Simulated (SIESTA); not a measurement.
## Ag in SIESTA: the effect of functional

Ag, a slab with vacuum:

```
Ag
1.0
     2.88938    0.00000    0.00000
    -1.44469    2.50228    0.00000
     0.00000    0.00000   24.43667
Ag
5
Direct
  0.66667 0.33333 0.30692
  0.33333 0.66667 0.40346
  0.00000 0.00000 0.50000
  0.66667 0.33333 0.59654
  0.33333 0.66667 0.69308
```

Alike in all runs:

| Quantity | Value |
| --- | --- |
| Program | SIESTA 5.4.2 |
| Task | single point |
| Basis | DZP (energy shift 0.003 Ry; two zetas on semicore shells) |
| Grid cutoff | 800 Ry |
| Energy shift | 0.003 Ry |
| k mesh | 11 × 11 × 1 |
| Occupations | fermi-dirac, width 0.05 eV |
| Spin | no spin polarisation |

Problem. One run gave: largest force 0.48 eV/Å. Which functional did it use?
A. AM05
B. BLYP
C. PBE
D. WC
E. PW91

Solution. B.

| functional | potentials or basis | largest force (eV/Å) |
| --- | --- | --- |
| LDA | PseudoDojo 0.4 standard (LDA files) | 0.39 |
| PBEsol | PseudoDojo 0.4 standard (PBEsol files) | 0.16 |
| AM05 | PseudoDojo 0.4 standard (PBEsol files) | 0.15 |
| WC | PseudoDojo 0.4 standard (PBEsol files) | 0.14 |
| PBE | PseudoDojo 0.4 standard (PBE files) | 0.17 |
| PW91 | PseudoDojo 0.4 standard (PBE files) | 0.16 |
| revPBE | PseudoDojo 0.4 standard (PBE files) | 0.31 |
| RPBE | PseudoDojo 0.4 standard (PBE files) | 0.36 |
| BLYP | PseudoDojo 0.4 standard (PBE files) | 0.48 |

Caveats: the potentials were made for another functional, which shifts forces and pressure (some runs).
